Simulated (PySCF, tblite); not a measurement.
**C₄H₉FO₃Si: geometry, infrared bands and NMR shifts**

What infrared bands and NMR shifts should C₄H₉FO₃Si (`C[C@@H](O[SiH3])[C@H](F)C(=O)O`) show?

Programs: tblite 0.8.0 and PySCF 2.14.0, with density-fitted response routines of our own. Each step states its level of theory. These are calculated values for one molecule in the gas phase, unless marked as measured. Atoms are numbered from 0 throughout.

### 1 The starting structure

18 atoms, charge 0, multiplicity 1; geometry from: force field or distance geometry start.

Bonds of the start (Å): C0–C1 1.49, C1–O2 1.40, O2–Si3 1.71, C1–C4 1.51, C4–F5 1.38, C4–C6 1.46, C6–O7 1.26, C6–O8 1.40, C0–H9 1.11, C0–H10 1.11, C0–H11 1.10, C1–H12 1.11, Si3–H13 1.47, Si3–H14 1.48, Si3–H15 1.44, C4–H16 1.12, O8–H17 1.02.

### 2 Optimising the geometry with GFN2-xTB

What the job is given:

```
{"job": {"kind": "relax", "xc": "GFN2-xTB", "basis": "xTB"}, "charge": 0, "multiplicity": 1}
C      0.498300     1.742000    -0.064900
C      0.412200     0.326900    -0.529500
O      0.919800    -0.566800     0.414500
Si     2.211600    -1.425600    -0.301900
C     -0.983600    -0.107200    -0.911700
F     -1.462500     0.663800    -1.953400
C     -1.959000    -0.078100     0.169700
O     -1.698700     0.261100     1.353700
O     -3.268400    -0.470200    -0.133900
H     -0.051900     2.373400    -0.797400
H      0.029300     1.817600     0.940500
H      1.548500     2.057300     0.007700
H      1.032400     0.182100    -1.433300
H      3.447500    -1.097900     0.417300
H      1.923200    -2.849900    -0.048900
H      2.309200    -1.197700    -1.725200
H     -0.950300    -1.162100    -1.287800
H     -3.966400    -0.462500     0.608000
```

On the command line:

```bash
$ OMP_NUM_THREADS=1 python probes_run.py task.json out
```

One launch serves the whole session: the jobs run in the order shown.

**Question.** This job is followed by: GFN2-xTB harmonic vibrations, gas phase; GIAO PBE0/pcSseg-1 NMR shielding, non-relativistic, gas phase. Predict these results of the whole session: strongest single infrared mode (GFN2-xTB); zero-point energy (GFN2-xTB); 13C shifts against TMS (PBE0/pcSseg-1); 1H shifts against TMS (PBE0/pcSseg-1, means over atoms taken as alike); 17O shifts against H2O (PBE0/pcSseg-1); 29Si shifts against TMS (PBE0/pcSseg-1); 19F shifts against CFCl3 (PBE0/pcSseg-1).

The runs gave:

| quantity | value |
| --- | --- |
| strongest single infrared mode (GFN2-xTB) | 1808 cm⁻¹, 405 km/mol |
| zero-point energy (GFN2-xTB) | 79.4 kcal/mol |
| 13C shifts against TMS (PBE0/pcSseg-1) | 174.5, 91.3, 73.4, 14.7 ppm |
| 1H shifts against TMS (PBE0/pcSseg-1, means over atoms taken as alike) | 6.45, 5.26, 4.83, 4.67, 1.62 ppm |
| 17O shifts against H2O (PBE0/pcSseg-1) | 448.0, 219.9, 21.5 ppm |
| 29Si shifts against TMS (PBE0/pcSseg-1) | -45.9 ppm |
| 19F shifts against CFCl3 (PBE0/pcSseg-1) | -227.7 ppm |

In words: Relaxing lowered the energy by 1.201 eV in 286 steps; the close pair that moved most is O2–Si3, from 1.709 to 1.623 Å. No mode is imaginary among the 48: a minimum at this level. The strongest single mode, at 1808 cm⁻¹, moves mainly C6 and O7. GFN2-xTB is a fitted tight-binding method: band positions and strengths are rough. Its intensities can rank the bands wrongly. At PBE0/pcSseg-1: Shielding is most anisotropic at O7 (span 662 ppm, paramagnetic term -515 ppm).
